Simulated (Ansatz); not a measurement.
# Ni: a surface, (110), 3 layers

What do the surfaces of Ni (110), 3 layers cost, and how tightly do they hold an electron? Methods of the runs shown: LAPW. Companion runs by PAW are cited. Its runs: bulk in the slab's orientation (LAPW); the reference run (LAPW); atoms relaxed (LAPW); no images along the normal (LAPW).

Method: DFT, PBE, all-electron LAPW, scalar-relativistic, in Ansatz 0.2.0.

### Step 1. Starting point

Symmetry: Fm-3m, No. 225, cubic system. The conventional cell has a = 3.519 Å, b = 3.519 Å, c = 3.519 Å, α = 90.00°, β = 90.00°, γ = 90.00°. Ni (site symmetry m-3m) has 12 Ni at 2.49 Å as nearest neighbours.

As a file:

```cif
data_structure
_symmetry_space_group_name_H-M 'Fm-3m'
_symmetry_Int_Tables_number 225
_cell_length_a 3.5186
_cell_length_b 3.5186
_cell_length_c 3.5186
_cell_angle_alpha 90.000
_cell_angle_beta 90.000
_cell_angle_gamma 90.000
_cell_volume 43.56
loop_
_atom_site_label
_atom_site_type_symbol
_atom_site_symmetry_multiplicity
_atom_site_Wyckoff_symbol
_atom_site_fract_x
_atom_site_fract_y
_atom_site_fract_z
_atom_site_occupancy
Ni1 Ni 4 a 0.00000 0.00000 0.00000 1
```

The file gives the conventional cell by its symmetry; the runs use the cell typed in the input.

Atoms are numbered in the order of the input: Ni1, Ni2.

### Step 2. Bulk in the slab's orientation, LAPW

File input.yaml:

```yaml
crystal:
  lattice:
    - [-1.7593077394, 1.7593077394, 0.0]
    - [0.0, 0.0, 3.5186154789]
    - [1.7593077394, 1.7593077394, 0.0]
  atoms:
    - { symbol: Ni, position: [0.0, 0.0, 0.0], spin: 1.0 }
    - { symbol: Ni, position: [0.5, 0.5, 0.5], spin: 1.0 }
magnetization:
  spin_polarized: true
kpoints:
  mp_grid: { grid: [15, 10, 15] }
scf:
  occupations: { method: fermi_dirac, width: 0.05 }
hamiltonian:
  xc: pbe
  pseudopotentials: { kind: all_electron, lapw: { basis_error: 0.001 } }
output:
  forces: true
  stress: true
  eigenvalues: true
```

The run is started by

```
$ ansatz run input.yaml --threads 2 --pin off --max-ram 6144MiB --backend cpu --events-out ev --progress --plain --runs-dir out
```

After this run come: Slab as cut, LAPW; Atoms relaxed, LAPW; No images along the normal, LAPW.

What does the calculation give? Wanted: surface energy; work function; outer layer spacing (for each run or level that gives them).

As calculated:

```
                      quantity          value
surface energy (LAPW, relaxed)      2.26 J/m²
 work function (LAPW, relaxed)        4.42 eV
    outer layer spacing (LAPW)  1.24 → 1.15 Å
 surface energy (PAW, relaxed)      2.26 J/m²
  work function (PAW, relaxed)        4.43 eV
     outer layer spacing (PAW)  1.24 → 1.15 Å
```

**Reading.** By LAPW the surface costs 2.34 J/m² as cut and 2.26 J/m² relaxed. The outermost spacing changes by -7.4 % (LAPW). The outermost spacing changes by -7.4 % (PAW). Thickness wasn't converged, and no reconstruction was sought. The magnetic state is the one reached from the start moments in this cell; it needn't be the ground state.
